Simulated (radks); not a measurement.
# Co⁺ inside a hard spherical wall

What does compression do to the levels of Co⁺? A hard sphere of shrinking radius stands in for pressure; the configuration is held at [Ar] 3d8.

Program: radks (a radial shooting solver on a logarithmic mesh, Libxc functionals) version 1. Level of theory: non-relativistic Kohn-Sham, PBE, spin-unpolarised, spherical densities, point nucleus. These are calculated values, not measurements, unless marked.

### Step 1. The system

```
element       : cobalt (Z = 27)
charge        : +1
electrons     : 26
configuration : [Ar] 3d8
```

The outer shells:

Co⁺
```
[Ar] core
3d [↑↓][↑↓][↑↓][↑ ][↑ ]
```

### Step 2. The free atom

The run's settings:

```text
Z 27
configuration [Ar] 3d8 4s0 4p0 4d0
relativity non-relativistic
functional pbe,pbe
spin unpolarised
nucleus point
```

Command:

```bash
$ python run_ks.py task.json out
```

The same process makes all the runs of this session.

### Step 3. Wall at 20 bohr

Input: that of step 2 with these lines changed.

```diff
@@ -6 +6,2 @@
 nucleus point
+wall 20 bohr
```

### Step 4. Wall at 15 bohr

Input: that of step 3 with these lines changed.

```diff
@@ -6,2 +6,2 @@
 nucleus point
-wall 20 bohr
+wall 15 bohr
```

### Step 5. Wall at 12 bohr

Input: that of step 4 with these lines changed.

```diff
@@ -6,2 +6,2 @@
 nucleus point
-wall 15 bohr
+wall 12 bohr
```

### Step 6. Wall at 6 bohr

Input: that of step 5 with these lines changed.

```diff
@@ -6,2 +6,2 @@
 nucleus point
-wall 12 bohr
+wall 6 bohr
```

### Step 7. Wall at 4 bohr

Input: that of step 6 with these lines changed.

```diff
@@ -6,2 +6,2 @@
 nucleus point
-wall 6 bohr
+wall 4 bohr
```

### Step 8. Wall at 3.5 bohr

Input: that of step 7 with these lines changed.

```diff
@@ -6,2 +6,2 @@
 nucleus point
-wall 4 bohr
+wall 3.5 bohr
```

### Step 9. Wall at 2.5 bohr

Input: that of step 8 with these lines changed.

```diff
@@ -6,2 +6,2 @@
 nucleus point
-wall 3.5 bohr
+wall 2.5 bohr
```

### Step 10. Wall at 1.5 bohr

Input: that of step 9 with these lines changed.

```diff
@@ -6,2 +6,2 @@
 nucleus point
-wall 2.5 bohr
+wall 1.5 bohr
```

What does the calculation give? Wanted: for each run, R; E − E(free); ε(3d); ε(4s, empty); ε(4p, empty); ε(4d, empty); pressure.

The runs gave:

| R (bohr) | E − E(free) (eV) | ε(3d) (eV) | ε(4s, empty) (eV) | ε(4p, empty) (eV) | ε(4d, empty) (eV) | pressure (GPa) |
| --- | --- | --- | --- | --- | --- | --- |
| free | 0.000 | -12.320 | -10.923 | -6.308 | - | 0 |
| 20 | 0.000 | -12.320 | -10.923 | -6.308 | - | < 0.0001 |
| 15 | 0.000 | -12.320 | -10.923 | -6.308 | - | < 0.0001 |
| 12 | 0.000 | -12.320 | -10.923 | -6.306 | -1.800 | < 0.0001 |
| 6 | 0.053 | -12.182 | -10.611 | -5.358 | 2.494 | 0.211 |
| 4 | 1.479 | -10.446 | -6.781 | 0.748 | 14.908 | 13.5 |
| 3.5 | 3.500 | -8.787 | -2.902 | 5.970 | 23.183 | 43.2 |
| 2.5 | 23.317 | 1.081 | 23.520 | 37.496 | 63.246 | 680 |
| 1.5 | 312.42 | 62.843 | 217.67 | 236.67 | 255.04 | 38033 |

What this shows: At the tightest wall, 1.5 bohr, the energy stands 312.42 eV above the free atom and the pressure, −dE/dV, is 38033 GPa. Of the levels in the table that exist at both ends, 4p (empty) rises most from the free atom (242.98 eV). From R = 2.5 bohr inwards the highest occupied level lies above zero, pushed up by confinement. Shells are not refilled when levels cross, and a hard wall is a model, not a crystal.
